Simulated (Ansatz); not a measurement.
# GeNH (singlet): wave-function methods side by side at angle Ge1–N2–H3 = 156.8°, cc-pVDZ

How much of the correlation energy of GeNH (singlet) does each wave-function method recover here?

Method: cc-pVDZ, core rule «outside noble gas», up to 15 orbitals frozen; program: Ansatz 0.2.0, Gaussian basis.

To be run: UHF; CCSD(T) on RHF; CCSD(T) on UHF; BCCD(T) on RHF; CISD; CCSDT(Q) on RHF; CCSDT(Q) on UHF; CCSDTQ on RHF; CASSCF and MRCISD+Q, 2 electrons in 2 orbitals; CASSCF and NEVPT2, 2 electrons in 2 orbitals; CASSCF and MRCISD+Q, 10 electrons in 9 orbitals; CASSCF and MRCISD+Q(relaxed), 10 electrons in 9 orbitals; CASSCF and NEVPT2, 10 electrons in 9 orbitals.

**1. The system**

The geometry derives from a PBE0/def2-TZVP stationary point (not a proven minimum). One angle is set to the value named; bond lengths are kept. No spin-orbit coupling is included. The filled d shell of Ge may be among the frozen orbitals whatever the setting's name suggests; the logs give the count.

3 atoms, charge 0, spin multiplicity 1.

Atoms are counted from 1 here; the program's logs count them from 0.

Bond lengths: Ge1–N2 1.644 Å, N2–H3 1.003 Å. Angles: Ge1–N2–H3 156.8°.

**2. UHF**

in.yaml

```yaml
crystal:
  periodic: [false, false, false]
  atoms:
    - {symbol: Ge, position_ang: [0.153231, 0.000000, 1.401283]}
    - {symbol: N, position_ang: [-0.177424, 0.000000, -0.209541]}
    - {symbol: H, position_ang: [0.024193, 0.000000, -1.191742]}
basis:
  gaussian: {orbitals: cc-pVDZ}
magnetization: {spin_polarized: true, initial_magnetization: 0}
hamiltonian: {xc: hf}
output: {orbitals: {seedname: orbitals}}
```

On the command line:

```console
$ ansatz run in.yaml --threads 1 --pin off --events-out ev --progress --plain --max-ram 2816MiB --backend cpu
```

Further steps of the session: CCSD(T) on RHF; CCSD(T) on UHF; BCCD(T) on RHF; CISD; CCSDT(Q) on RHF; CCSDT(Q) on UHF; CCSDTQ on RHF; CASSCF and MRCISD+Q, 2 electrons in 2 orbitals; CASSCF and NEVPT2, 2 electrons in 2 orbitals; CASSCF and MRCISD+Q, 10 electrons in 9 orbitals; CASSCF and MRCISD+Q(relaxed), 10 electrons in 9 orbitals; CASSCF and NEVPT2, 10 electrons in 9 orbitals.

Before running them: what should the planned runs give, taken together? Wanted: RCCSDTQ below the RHF energy; RMP2 from RCCSDTQ; RCCSD from RCCSDTQ; RCCSD(T) from RCCSDTQ; RCCSDT(Q) from RCCSDTQ; NEVPT2 pair from RCCSDTQ; MRCISD+Q pair from RCCSDTQ; NEVPT2 valence from RCCSDTQ; T1 diagnostic.

**Answer**, as computed:

| quantity | value |
| --- | --- |
| RCCSDTQ below the RHF energy | -7.6950 eV |
| RMP2 from RCCSDTQ | +656.1 meV |
| RCCSD from RCCSDTQ | +411.7 meV |
| RCCSD(T) from RCCSDTQ | +52.2 meV |
| RCCSDT(Q) from RCCSDTQ | -10.2 meV |
| NEVPT2 pair from RCCSDTQ | +752.8 meV |
| MRCISD+Q pair from RCCSDTQ | +188.1 meV |
| NEVPT2 valence from RCCSDTQ | +1004.8 meV |
| levels within 1 kcal/mol (43 meV) | RCCSDT, RCCSDT(Q), MRCISD+Q(relaxed) valence |
| T1 diagnostic | 0.029 |
| effectively unpaired electrons | 0.06 |

In words: RCCSD(T) misses by +52.2 meV, 0.7 % of the correlation energy. One determinant dominates. Of the multireference levels listed MRCISD+Q(relaxed) valence comes nearest in total energy (-11.3 meV), which doesn't show that its space is the better one. These misses are within one basis, not against nature.
